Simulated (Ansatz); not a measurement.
# Au: the cost of one run

Computed with Ansatz 0.2.0 (DFT PBE, scalar-relativistic, plane waves, PAW, unless a step's input says otherwise).

### Step 1. The starting structure

Symmetry: Fm-3m, No. 225, cubic system. Conventional cell: a = 4.158 Å, b = 4.158 Å, c = 4.158 Å, α = 90.00°, β = 90.00°, γ = 90.00°. Au (site symmetry m-3m) is surrounded by 12 Au at 2.94 Å.

Structure file:

```
Au
1.0
     0.00000    2.07900    2.07900
     2.07900    0.00000    2.07900
     2.07900    2.07900    0.00000
Au
1
Direct
  0.00000 0.00000 0.00000
```

### Step 2. Relaxing cell and atoms: Au, no spin

input.yaml

```yaml
crystal:
  lattice:
    - [0.0, 2.079, 2.079]
    - [2.079, 0.0, 2.079]
    - [2.079, 2.079, 0.0]
  atoms:
    - { symbol: Au, position: [0.0, 0.0, 0.0] }
scf:
  occupations: { method: gaussian, width: 0.3 }
output:
  forces: true
  stress: true
  eigenvalues: true
  write_density: true
  write_potential: true
  elf: true
  volumetric_format: npy
hamiltonian:
  xc: pbe
relax:
  f_tol: 0.003
  max_steps: 60
  cell: { stress_tol: 0.02 }
kpoints:
  mp_grid: { grid: [52, 52, 52] }
```

Command:

```bash
$ ansatz run input.yaml --threads 8 --pin off --max-ram 24576MiB --backend cpu --events-out ev --progress --plain --runs-dir out
```

What time and memory should one allow on 8 threads of Intel Xeon at 2.50GHz (Skylake/Cascade Lake), shared host?

About 53 s, with a peak of 1.2 GiB.
